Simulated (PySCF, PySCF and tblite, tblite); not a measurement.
# C3H9F2NSi2: a path driven as pyramidal inversion, and NMR exchange

Aim: the barrier and rate of pyramidal inversion in C3H9F2NSi2 (`FC(F)[SiH2][SiH2]N1CC1`), and what it does to NMR lines.

Computed with tblite 0.8.0 (tight binding) and PySCF 2.14.0 (DFT, with response routines of our own); each step states its level. Atoms count from 0 throughout.

## 1. The starting structure

17 atoms, charge 0, multiplicity 1; geometry from: force field or distance geometry start.

Bonds of the start (Å): C1–F2 1.36, C1–H8 1.09, C1–Si3 1.82, C6–C7 1.50, C6–H13 1.08, C6–H14 1.09, C7–H15 1.08, C7–H16 1.08, F0–C1 1.37, N5–C6 1.45, N5–C7 1.45, Si3–H10 1.50, Si3–H9 1.48, Si3–Si4 2.31, Si4–H11 1.48, Si4–H12 1.48, Si4–N5 1.72.

## 2. GFN2-xTB relaxation, start minimum

Job settings and geometry (Å):

```
{"job": {"xc": "GFN2-xTB", "basis": "xTB", "kind": "relax"}, "charge": 0, "multiplicity": 1}
F      3.344200    -1.275100     0.658800
C      3.187300    -0.186000    -0.161900
F      3.257000     0.897700     0.660800
Si     1.596100    -0.246200    -1.046900
Si    -0.032200    -0.337400     0.585600
N     -1.605800    -0.359900    -0.101300
C     -2.850600    -0.275200     0.642400
C     -2.449000     0.803800    -0.324800
H      4.061200    -0.159300    -0.819500
H      1.411400     0.943000    -1.912500
H      1.520600    -1.441700    -1.948400
H      0.027400     0.848500     1.472600
H      0.092800    -1.554200     1.425300
H     -3.622600    -0.975600     0.348000
H     -2.819000    -0.037000     1.706500
H     -2.969500     0.834300    -1.271300
H     -2.156300     1.764100     0.076500
```

On the command line:

```sh
$ OMP_NUM_THREADS=1 python ens_run.py task.json out
```

One launch serves the whole session.

Log:

```text
step      E/eV     max force
  0    -730.05243    3.598
  1    -730.23556    1.269
  2    -730.28424    0.544
  3    -730.31290    0.320
  4    -730.32599    0.288
  5    -730.33914    0.279
  6    -730.34738    0.234
  7    -730.35486    0.202
  8    -730.36171    0.237
  9    -730.36880    0.192
 10    -730.37343    0.161
 11    -730.37614    0.135
 12    -730.37811    0.099
 13    -730.37987    0.104
 14    -730.38144    0.091
 15    -730.38274    0.089
 16    -730.38384    0.073
 17    -730.38484    0.069
 18    -730.38574    0.090
 19    -730.38658    0.090
 20    -730.38741    0.083
 21    -730.38826    0.063
 22    -730.38920    0.086
 23    -730.39030    0.093
 24    -730.39152    0.098
 25    -730.39262    0.078
 26    -730.39335    0.050
 27    -730.39382    0.057
 28    -730.39422    0.057
 29    -730.39466    0.053
 30    -730.39512    0.058
 31    -730.39555    0.048
 32    -730.39591    0.048
 33    -730.39618    0.040
 34    -730.39635    0.031
 35    -730.39645    0.023
 36    -730.39656    0.040
 37    -730.39673    0.062
 38    -730.39703    0.075
 39    -730.39739    0.063
 40    -730.39771    0.046
 41    -730.39796    0.048
 42    -730.39824    0.053
 43    -730.39862    0.073
 44    -730.39907    0.061
 45    -730.39944    0.036
 46    -730.39972    0.039
 47    -730.40006    0.062
 48    -730.40056    0.085
 49    -730.40111    0.069
 50    -730.40151    0.042
 51    -730.40175    0.039
 52    -730.40197    0.052
 53    -730.40225    0.062
 54    -730.40253    0.044
 55    -730.40276    0.031
 56    -730.40295    0.031
 57    -730.40314    0.044
 58    -730.40334    0.041
 59    -730.40349    0.025
 60    -730.40359    0.023
 61    -730.40366    0.024
 62    -730.40374    0.026
 63    -730.40381    0.024
 64    -730.40387    0.018
 65    -730.40393    0.019
 66    -730.40400    0.022
 67    -730.40407    0.018
 68    -730.40412    0.017
 69    -730.40418    0.018
 70    -730.40424    0.030
 71    -730.40434    0.034
 72    -730.40444    0.028
 73    -730.40451    0.014
 74    -730.40453    0.010
 75    -730.40455    0.011
 76    -730.40457    0.009
 77    -730.40459    0.011
 78    -730.40461    0.014
 79    -730.40464    0.014
 80    -730.40468    0.018
 81    -730.40473    0.019
 82    -730.40479    0.017
 83    -730.40485    0.022
 84    -730.40492    0.023
 85    -730.40500    0.021
 86    -730.40507    0.023
 87    -730.40513    0.018
 88    -730.40519    0.019
 89    -730.40525    0.020
 90    -730.40531    0.015
 91    -730.40534    0.014
 92    -730.40537    0.016
 93    -730.40540    0.017
 94    -730.40544    0.016
 95    -730.40548    0.012
 96    -730.40550    0.009
 97    -730.40552    0.011
 98    -730.40554    0.012
 99    -730.40557    0.009
100    -730.40559    0.010
101    -730.40561    0.009
102    -730.40563    0.011
103    -730.40565    0.013
104    -730.40567    0.013
105    -730.40570    0.017
106    -730.40574    0.018
107    -730.40577    0.014
108    -730.40580    0.016
109    -730.40583    0.013
110    -730.40586    0.012
111    -730.40588    0.009
112    -730.40589    0.008
113    -730.40590    0.008
114    -730.40591    0.008
115    -730.40592    0.007
116    -730.40593    0.006
117    -730.40594    0.007
118    -730.40594    0.006
119    -730.40595    0.006
120    -730.40596    0.006
121    -730.40597    0.007
122    -730.40597    0.009
123    -730.40598    0.009
124    -730.40599    0.006
125    -730.40599    0.005
126    -730.40599    0.004
127    -730.40599    0.006
128    -730.40600    0.006
129    -730.40600    0.004
130    -730.40600    0.004
131    -730.40600    0.004
132    -730.40600    0.004
133    -730.40600    0.004
134    -730.40601    0.005
135    -730.40601    0.005
136    -730.40601    0.006
137    -730.40602    0.008
138    -730.40603    0.010
139    -730.40604    0.011
140    -730.40605    0.011
141    -730.40607    0.012
142    -730.40608    0.016
143    -730.40610    0.017
144    -730.40612    0.015
145    -730.40614    0.009
146    -730.40616    0.009
147    -730.40617    0.012
148    -730.40617    0.012
149    -730.40618    0.010
150    -730.40619    0.008
151    -730.40620    0.007
152    -730.40621    0.008
153    -730.40621    0.007
154    -730.40622    0.006
155    -730.40622    0.005
156    -730.40623    0.005
157    -730.40623    0.005
158    -730.40624    0.006
159    -730.40624    0.005
160    -730.40624    0.003
```

Wall time 1.1 s (1 thread of Arm Neoverse V1, shared host).

The energy fell by 0.354 eV, and the atoms moved 0.23 Å (root mean square).

## 3. Relaxed scan, inversion

Job settings and geometry (Å):

```
{"job": {"xc": "GFN2-xTB", "basis": "xTB", "coordinate": [["t", [7, 4, 6, 5], 0.3333333333333333], ["t", [4, 6, 7, 5], 0.3333333333333333], ["t", [6, 7, 4, 5], 0.3333333333333333]], "kind": "drive"}, "charge": 0, "multiplicity": 1}
F      3.367993    -1.367679     0.439360
C      3.184889    -0.197667    -0.242803
F      3.341396     0.795590     0.682652
Si     1.398319    -0.141036    -0.990544
Si    -0.030944    -0.332176     0.814568
N     -1.580246    -0.378163     0.070969
C     -2.880491    -0.195662     0.639375
C     -2.400430     0.671061    -0.453215
H      4.022917    -0.107704    -0.945538
H      1.418736     1.117471    -1.753408
H      1.446405    -1.214283    -1.991437
H      0.176582     0.741757     1.809998
H      0.010992    -1.606974     1.537840
H     -3.604076    -0.970852     0.419300
H     -2.958159     0.214118     1.639581
H     -2.781047     0.516390    -1.455730
H     -2.139833     1.699663    -0.230876
```

Log:

```text
point  coordinate     E/eV
  0     31.400     -730.37670
  1     21.100     -730.33014
  2     10.600     -730.29495
  3      0.200     -730.27142
  4    -10.200     -730.26235
  5    -20.900     -730.30322
  6    -31.300     -730.37182
  7    -40.900     -730.39921
```

Run time: 2.3 s. Hardware: 1 thread of Arm Neoverse V1, shared host.

The highest point is number 4, 2.6 kcal/mol above the first.

## 4. Nudged elastic band, leg 1

Changed since step 3:

```diff
@@ -1,2 +1,2 @@
-{"job": {"xc": "GFN2-xTB", "basis": "xTB", "coordinate": [["t", [7, 4, 6, 5], 0.3333333333333333], ["t", [4, 6, 7, 5], 0.3333333333333333], ["t", [6, 7, 4, 5], 0.3333333333333333]], "kind": "drive"}, "charge": 0, "multiplicity": 1}
+{"job": {"xc": "GFN2-xTB", "basis": "xTB", "kind": "neb"}, "charge": 0, "multiplicity": 1}
 F      3.367993    -1.367679     0.439360
```

Log:

```text
image   E - E0 / eV
  0       0.0000
  1       0.0753
  2       0.1240
  3       0.0647
  4       0.0233
  5       0.0042
  6      -0.0002
```

It took 2.3 s on 1 thread of Arm Neoverse V1, shared host.

The highest point is number 2, 2.9 kcal/mol above the first.

## 5. Saddle search, leg 1

Job settings and geometry (Å):

```
{"job": {"xc": "GFN2-xTB", "basis": "xTB", "kind": "saddle"}, "charge": 0, "multiplicity": 1}
F      3.378966    -1.329590     0.391116
C      3.182208    -0.161585    -0.290905
F      3.392166     0.835950     0.618236
Si     1.365779    -0.087917    -0.963437
Si     0.014841    -0.313215     0.902540
N     -1.539122     0.309830     0.564544
C     -2.907625    -0.069942     0.650054
C     -2.405013     0.749513    -0.474619
H      3.990550    -0.089432    -1.029877
H      1.360489     1.161298    -1.736766
H      1.368530    -1.166999    -1.963988
H      0.490210     0.471611     2.054116
H     -0.091727    -1.720058     1.325161
H     -3.171822    -1.106303     0.465735
H     -3.486660     0.399858     1.437041
H     -2.322381     0.304243    -1.461353
H     -2.619390     1.812738    -0.487597
```

Log:

```text
step      E/eV     max force
  0    -730.28220   0.0651
  1    -730.27454   0.0462
  2    -730.26664   0.0963
  3    -730.27164   0.0426
  4    -730.26934   0.0629
  5    -730.26937   0.1023
  6    -730.27215   0.0368
  7    -730.27474   0.0612
  8    -730.27717   0.0898
  9    -730.27961   0.0794
 10    -730.27881   0.1725
 11    -730.28094   0.0106
 12    -730.28193   0.0336
 13    -730.28141   0.0067
 14    -730.28198   0.0116
 15    -730.28245   0.0131
 16    -730.28283   0.0085
 17    -730.28314   0.0224
 18    -730.28327   0.0136
 19    -730.28330   0.0114
 20    -730.28324   0.0354
 21    -730.28331   0.0000
lowest wavenumbers (cm-1): -183.6 18.7 40.7 57.1 57.7 94.2
```

It took 8.3 s on 1 thread of Arm Neoverse V1, shared host.

Point group Cs; 1 imaginary mode, 184i cm⁻¹, carried by N5, C7. Steps downhill from it reached both ends.

## 6. Shieldings, start: PBE0/pcSseg-1 in dichloromethane

Job settings and geometry (Å):

```
{"job": {"kind": "nmr", "xc": "PBE0", "basis": "pcSseg-1", "solvent": "dichloromethane", "pop": false}, "charge": 0, "multiplicity": 1}
F      3.367993    -1.367679     0.439360
C      3.184889    -0.197667    -0.242803
F      3.341396     0.795590     0.682652
Si     1.398319    -0.141036    -0.990544
Si    -0.030944    -0.332176     0.814568
N     -1.580246    -0.378163     0.070969
C     -2.880491    -0.195662     0.639375
C     -2.400430     0.671061    -0.453215
H      4.022917    -0.107704    -0.945538
H      1.418736     1.117471    -1.753408
H      1.446405    -1.214283    -1.991437
H      0.176582     0.741757     1.809998
H      0.010992    -1.606974     1.537840
H     -3.604076    -0.970852     0.419300
H     -2.958159     0.214118     1.639581
H     -2.781047     0.516390    -1.455730
H     -2.139833     1.699663    -0.230876
```

Log:

```text
coarse grid: 15320 points
cycle   1  E = -952.2850872330  dE =  9.039e-01  |g| = 6.713e-01  |ddm| = 3.635e+00
cycle   2  E = -952.2124665818  dE =  7.262e-02  |g| = 9.613e-01  |ddm| = 1.015e+00
cycle   3  E = -952.3625737766  dE = -1.501e-01  |g| = 5.283e-02  |ddm| = 6.210e-01
cycle   4  E = -952.3629795263  dE = -4.057e-04  |g| = 2.696e-02  |ddm| = 5.644e-02
cycle   5  E = -952.3631198844  dE = -1.404e-04  |g| = 9.121e-03  |ddm| = 2.803e-02
cycle   6  E = -952.3631349450  dE = -1.506e-05  |g| = 1.837e-03  |ddm| = 7.707e-03
cycle   7  E = -952.3631357425  dE = -7.976e-07  |g| = 3.427e-04  |ddm| = 1.992e-03
final grid: 140024 points
cycle   8  E = -952.4199416964  dE = -3.883e-05  |g| = 8.197e-03  |ddm| = 2.211e-02
cycle   9  E = -952.4199322781  dE =  9.418e-06  |g| = 1.089e-02  |ddm| = 1.500e-02
cycle  10  E = -952.4199565957  dE = -2.432e-05  |g| = 9.075e-04  |ddm| = 8.173e-03
cycle  11  E = -952.4199567323  dE = -1.366e-07  |g| = 3.065e-04  |ddm| = 7.562e-04
cycle  12  E = -952.4199567501  dE = -1.772e-08  |g| = 7.769e-05  |ddm| = 2.544e-04
cycle  13  E = -952.4199567511  dE = -1.058e-09  |g| = 2.774e-05  |ddm| = 9.120e-05
cycle  14  E = -952.4199567513  dE = -1.335e-10  |g| = 5.610e-06  |ddm| = 2.218e-05
converged SCF energy = -952.4199567513

GIAO shielding tensors (ppm)
atom      isotropic    diamagn.    paramagn.     s11        s22        s33       span
  0 F      315.593     475.695    -160.102    186.343    312.613    447.823    261.480
  1 C       56.594     246.520    -189.925     32.218     64.697     72.869     40.651
  2 F      316.623     476.469    -159.846    187.247    313.372    449.250    262.002
  3 Si     427.852     881.321    -453.469    408.191    416.857    458.507     50.316
  4 Si     391.366     881.699    -490.333    338.267    356.396    479.434    141.166
  5 N      268.884     323.932     -55.049    183.475    300.295    322.881    139.407
  6 C      161.597     253.593     -91.997    117.486    168.975    198.329     80.843
  7 C      163.487     249.988     -86.501    120.250    169.054    201.157     80.907
  8 H       24.773      26.573      -1.800     22.554     24.033     27.734      5.180
  9 H       27.564      30.303      -2.738     24.237     26.147     32.308      8.071
 10 H       27.650      29.943      -2.293     24.416     25.855     32.677      8.261
 11 H       26.879      30.859      -3.980     22.743     26.033     31.861      9.119
 12 H       26.424      30.577      -4.153     22.234     25.826     31.210      8.977
 13 H       29.680      29.002       0.678     23.314     26.010     39.716     16.402
 14 H       29.961      30.098      -0.137     24.129     27.743     38.012     13.883
 15 H       29.800      29.528       0.272     23.891     25.913     39.594     15.703
 16 H       30.029      30.450      -0.420     24.576     27.602     37.910     13.334
```

Run time: 28 s. Hardware: 1 thread of Arm Neoverse V1, shared host; peak memory 0.97 GiB.

In short: HOMO -6.92 eV, LUMO -0.44 eV; dipole 3.08 D.

## 7. Shieldings, saddle of leg 1: PBE0/pcSseg-1 in dichloromethane

Job settings and geometry (Å):

```
{"job": {"kind": "nmr", "xc": "PBE0", "basis": "pcSseg-1", "solvent": "dichloromethane", "pop": false}, "charge": 0, "multiplicity": 1}
F      3.316270    -1.501902     0.090080
C      3.189679    -0.203401    -0.316051
F      3.515023     0.555836     0.772427
Si     1.364637     0.152409    -0.857472
Si     0.030424    -0.323246     0.966070
N     -1.531707     0.017386     0.394357
C     -2.916050     0.050107     0.697652
C     -2.405399     0.444058    -0.637058
H      3.971822    -0.030190    -1.066226
H      1.449036     1.539999    -1.336411
H      1.235511    -0.670402    -2.069175
H      0.315836     0.507667     2.150512
H      0.099539    -1.728141     1.409066
H     -3.428055    -0.900241     0.808272
H     -3.262262     0.820049     1.379468
H     -2.555068    -0.225267    -1.478402
H     -2.389237     1.495279    -0.907109
```

Log:

```text
coarse grid: 15320 points
cycle   1  E = -952.2779171884  dE =  9.295e-01  |g| = 6.767e-01  |ddm| = 3.644e+00
cycle   2  E = -952.2003079466  dE =  7.761e-02  |g| = 9.769e-01  |ddm| = 1.065e+00
cycle   3  E = -952.3566513395  dE = -1.563e-01  |g| = 5.063e-02  |ddm| = 6.640e-01
cycle   4  E = -952.3570066285  dE = -3.553e-04  |g| = 2.795e-02  |ddm| = 5.973e-02
cycle   5  E = -952.3571557337  dE = -1.491e-04  |g| = 8.732e-03  |ddm| = 2.866e-02
cycle   6  E = -952.3571692357  dE = -1.350e-05  |g| = 1.656e-03  |ddm| = 7.279e-03
cycle   7  E = -952.3571698827  dE = -6.470e-07  |g| = 3.372e-04  |ddm| = 1.811e-03
final grid: 140024 points
cycle   8  E = -952.4144649624  dE = -3.768e-05  |g| = 8.410e-03  |ddm| = 2.215e-02
cycle   9  E = -952.4144544764  dE =  1.049e-05  |g| = 1.130e-02  |ddm| = 1.614e-02
cycle  10  E = -952.4144805739  dE = -2.610e-05  |g| = 9.245e-04  |ddm| = 8.901e-03
cycle  11  E = -952.4144807183  dE = -1.444e-07  |g| = 2.981e-04  |ddm| = 7.576e-04
cycle  12  E = -952.4144807350  dE = -1.669e-08  |g| = 7.742e-05  |ddm| = 2.508e-04
cycle  13  E = -952.4144807361  dE = -1.080e-09  |g| = 2.691e-05  |ddm| = 9.484e-05
cycle  14  E = -952.4144807362  dE = -1.216e-10  |g| = 5.547e-06  |ddm| = 2.135e-05
converged SCF energy = -952.4144807362

GIAO shielding tensors (ppm)
atom      isotropic    diamagn.    paramagn.     s11        s22        s33       span
  0 F      316.126     475.690    -159.564    186.504    313.451    448.422    261.919
  1 C       56.704     247.080    -190.375     32.320     64.750     73.043     40.724
  2 F      316.123     475.688    -159.564    186.490    313.452    448.429    261.939
  3 Si     427.712     881.707    -453.995    406.122    417.352    459.661     53.539
  4 Si     407.390     881.289    -473.899    367.527    373.221    481.422    113.894
  5 N      271.943     326.176     -54.232    161.511    296.330    357.989    196.479
  6 C      163.059     251.677     -88.618    119.488    166.585    203.103     83.615
  7 C      164.734     249.260     -84.526    121.736    166.940    205.525     83.789
  8 H       24.736      26.755      -2.019     22.626     23.971     27.610      4.983
  9 H       27.573      30.535      -2.962     24.166     26.212     32.342      8.176
 10 H       27.574      30.535      -2.961     24.167     26.213     32.343      8.176
 11 H       26.154      30.289      -4.134     22.070     25.081     31.312      9.242
 12 H       26.154      30.289      -4.135     22.071     25.081     31.311      9.240
 13 H       29.713      28.995       0.718     23.451     26.719     38.969     15.518
 14 H       29.713      28.994       0.719     23.452     26.719     38.969     15.518
 15 H       29.707      29.833      -0.125     23.879     26.526     38.718     14.839
 16 H       29.707      29.831      -0.124     23.879     26.524     38.719     14.840
```

Run time: 27 s. Hardware: 1 thread of Arm Neoverse V1, shared host; peak memory 1.1 GiB.

In short: HOMO -6.52 eV, LUMO -0.36 eV; dipole 3.52 D.

## 8. The path in numbers

Job settings and geometry (Å):

```
{"job": {"smiles": "FC(F)[SiH2][SiH2]N1CC1", "charge": 0, "mult": 1, "motion": "inversion", "what": "nitrogen in a small ring", "atoms": [5], "drives": [{"terms": [["t", [7, 4, 6, 5], 0.3333333333333333], ["t", [4, 6, 7, 5], 0.3333333333333333], ["t", [6, 7, 4, 5], 0.3333333333333333]], "neg": true, "n": 8}], "study": "path", "level": {"kind": "nmr", "xc": "PBE0", "basis": "pcSseg-1", "solvent": "dichloromethane"}, "fields": [270, 300, 500], "first": 4, "seed": 456, "kind": "path"}, "charge": 0, "multiplicity": 1}
F      3.367993    -1.367679     0.439360
C      3.184889    -0.197667    -0.242803
F      3.341396     0.795590     0.682652
Si     1.398319    -0.141036    -0.990544
Si    -0.030944    -0.332176     0.814568
N     -1.580246    -0.378163     0.070969
C     -2.880491    -0.195662     0.639375
C     -2.400430     0.671061    -0.453215
H      4.022917    -0.107704    -0.945538
H      1.418736     1.117471    -1.753408
H      1.446405    -1.214283    -1.991437
H      0.176582     0.741757     1.809998
H      0.010992    -1.606974     1.537840
H     -3.604076    -0.970852     0.419300
H     -2.958159     0.214118     1.639581
H     -2.781047     0.516390    -1.455730
H     -2.139833     1.699663    -0.230876
```

Log:

```text
stationary points (kcal/mol above the start)
  n  kind          group   xTB      DFT    lowest mode
  0  minimum      C1       0.00     0.00      20.1
  1  saddle       Cs       2.83     3.51    -183.6
  2  minimum      C1      -0.00     0.00      20.6

GFN2-xTB energies: T/K, barrier G, reaction G (kcal/mol), k forward, k back (1/s)
 150.00     2.37    -0.00   1.11e+09    1.1e+09
 200.00     2.41    -0.00    9.6e+09   9.56e+09
 250.00     2.48    -0.00   3.54e+10   3.53e+10
 298.15     2.56     0.00   8.25e+10   8.26e+10
 350.00     2.66     0.00   1.59e+11   1.59e+11
 400.00     2.78     0.00   2.54e+11   2.54e+11
 500.00     3.04     0.00    4.9e+11   4.92e+11

PBE0/pcSseg-1 + D3(BJ), IEF-PCM dichloromethane energies: T/K, barrier G, reaction G (kcal/mol), k forward, k back (1/s)
 150.00     3.04     0.00   1.16e+08   1.17e+08
 200.00     3.09     0.00   1.76e+09   1.77e+09
 250.00     3.15     0.00   9.12e+09   9.18e+09
 298.15     3.23     0.00   2.65e+10   2.67e+10
 350.00     3.34     0.01   6.02e+10   6.07e+10
 400.00     3.45     0.01   1.09e+11    1.1e+11
 500.00     3.71     0.01   2.49e+11   2.51e+11
```

Wall time 79 s (1 thread of Arm Neoverse V1, shared host); peak memory 1.1 GiB. This counts the whole study up to here.

Barriers by level (kcal/mol; entropies in cal/(mol K)). Zero-point and thermal terms come from xTB in every row. ΔG‡ leaves symmetry out; the rate counts one path; effective ΔG‡, where given, is the barrier that would give that rate by Eyring's equation alone:

```csv
level,ΔE‡,with zero-point,ΔH‡,ΔS‡,ΔG‡ (298 K),ΔE of reaction,k at 298 K (1/s),effective ΔG‡
GFN2-xTB,2.83,2.35,2.06,-1.7,2.56,0.00,8.2e+10,2.56
"PBE0/pcSseg-1 + D3(BJ), IEF-PCM dichloromethane",3.51,3.03,2.74,-1.7,3.23,0.00,2.6e+10,3.23
```

Sites that the driver pairs across this motion, and where their lines would merge (no couplings; faster rotations or exchange between molecules can average them sooner):

```csv
nucleus,sites: shielding (ppm),proton frequency (MHz),spread (Hz),coalescence (K),lines at 298 K
19F,F0: 315.6; F2: 316.6,500,485,72,1
1H,H11: 26.88; H12: 26.42,500,228,70,1
1H,H13: 29.68; H14: 29.96,500,141,68,1
1H,H15: 29.80; H16: 30.03,500,115,68,1
1H,H9: 27.56; H10: 27.65,500,43,65,1
```

## 9. Outcome

| quantity | value |
| --- | --- |
| barrier (PBE0/pcSseg-1 + D3(BJ), IEF-PCM dichloromethane) | ΔE‡ 3.5, ΔG‡(298 K) 3.2 kcal/mol |
| barrier (GFN2-xTB) | ΔE‡ 2.8 kcal/mol |
| rate at 298 K | 2.6e+10 s⁻¹ |
| end of the path | the start, renumbered or mirrored |
| coalescence of 19F F0 | 72 K at 500 MHz |

**Reading.** The barrier is 3.5 kcal/mol at the DFT level (xTB: 2.8); with thermal terms and the count of paths the DFT value gives a rate of 2.6e+10 s⁻¹ at 298 K. An error of 1.4 kcal/mol changes that rate tenfold. The 19F lines of F0 and its partners, 485 Hz apart at 500 MHz, merge at 72 K, so by this path alone the exchange at 298 K is fast for them; other paths were not followed.
